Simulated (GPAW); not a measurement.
MnGaGe:

```
Ge Ga Mn
1.0
     3.94596    0.00000    0.00000
     0.00000    3.94596    0.00000
     0.00000    0.00000    5.91088
Ge Ga Mn
2 2 2
Direct
  0.50000 0.00000 0.71905
  0.00000 0.50000 0.28095
  0.50000 0.00000 0.29623
  0.00000 0.50000 0.70377
  0.50000 0.50000 0.00000
  0.00000 0.00000 0.00000
```

The cell is a database's computed one.

Base run:

| Quantity | Value |
| --- | --- |
| Program | GPAW 26.7.0 |
| Functional | PBEsol |
| Potentials or basis | PAW data sets generated in the run's folder for this functional |
| Cutoff | 600 eV |
| Basis | pw |
| k mesh | 5 × 5 × 3 |
| Occupations | fermi-dirac, width 0.05 eV |
| Spin | collinear spin, ferromagnetic start |
| Starting moments | [0.0, 0.0, 0.0, 0.0, 4.0, 4.0] μB |

Its results: pressure -5.2 GPa; net moment 4.16 μB per cell; site moments Ge -0.04; Ga -0.03; Mn +2.12 μB; largest force 0.423 eV/Å.

The run is repeated on the same cell with these changes: functional from PBEsol to LDA; potentials or basis from PAW data sets generated in the run's folder for this functional to the program's PAW data sets (release 1.2.1) made for this functional. What comes out?

Pressure -9.9 GPa; net moment 3.86 μB per cell; site moments Ge -0.03; Ga -0.03; Mn +1.95 μB; largest force 0.719 eV/Å.

Not every run made on this cell is shown here.
